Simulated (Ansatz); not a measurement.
# C2H6SSi, SMILES C[SiH2]C=S: a single point from an input written key by key

Run with Ansatz 0.2.0 through its Python package.

`c2h6ssi.yaml`
```yaml
crystal:
  periodic: [false, false, false]
  atoms:
    - { symbol: C, position_ang: [-1.3714, 0.1398, -0.1177] }
    - { symbol: Si, position_ang: [0.2249, -0.1366, 0.6498] }
    - { symbol: C, position_ang: [1.5891, -0.2397, -0.6052] }
    - { symbol: S, position_ang: [2.1318, 1.1282, -1.4549] }
    - { symbol: H, position_ang: [-1.6592, -0.5919, -0.8869] }
    - { symbol: H, position_ang: [-2.2148, 0.2011, 0.6213] }
    - { symbol: H, position_ang: [-1.4139, 1.1569, -0.6317] }
    - { symbol: H, position_ang: [0.1879, -1.4064, 1.3802] }
    - { symbol: H, position_ang: [0.5025, 0.9207, 1.7241] }
    - { symbol: H, position_ang: [2.1064, -1.2233, -0.676] }
basis:
  gaussian: { orbitals: def2-SVP }
hamiltonian:
  xc: hf
```

`deck_c2h6ssi.py`
```python
import ansatz as az


def main() -> None:
    session = az.Session.from_deck("c2h6ssi.yaml")
    rep = session.plan(threads=1).execute().report

    print("reference energy %16.6f eV" % rep["reference_energy_ev"])
    print("total energy     %16.6f eV" % rep["free_energy_ev"])
    print("occupied orbitals outside the frozen core (up, down):", rep["n_occupied"], " frozen:", rep["n_frozen"], " virtual:", rep["n_virtual"])
    symbols = ["C", "Si", "C", "S", "H", "H", "H", "H", "H", "H"]
    field = rep["mean_field"]
    print("<S^2> =", round(abs(field["state"]["spin_squared"]), 4), " all-electron relativity setting:", field["relativity"])
    print("passes:", field["passes"])
    if "symmetry" in field:
        print("occupied orbitals by irrep:", field["symmetry"]["occupied"])


if __name__ == "__main__":
    main()
```

Running `python deck_c2h6ssi.py` prints:
```text
reference energy    -20826.930217 eV
total energy        -20826.930217 eV
occupied orbitals outside the frozen core (up, down): [24, 24]  frozen: 0  virtual: [70, 70]
<S^2> = 0.0  all-electron relativity setting: none
passes: {'evaluations': 10, 'products': 22}
occupied orbitals by irrep: [{'A': 24}, {'A': 24}]
```

Caveats:
- Total energies depend on the basis set; only differences at equal settings carry meaning.
- The geometry is a force-field or estimated start, not a minimum of this method, and the basis set is short of its limit.
- Hardware and time: 1.1 s on 1 thread of Arm Neoverse V2 (shared host), peak memory 0.2 GiB.
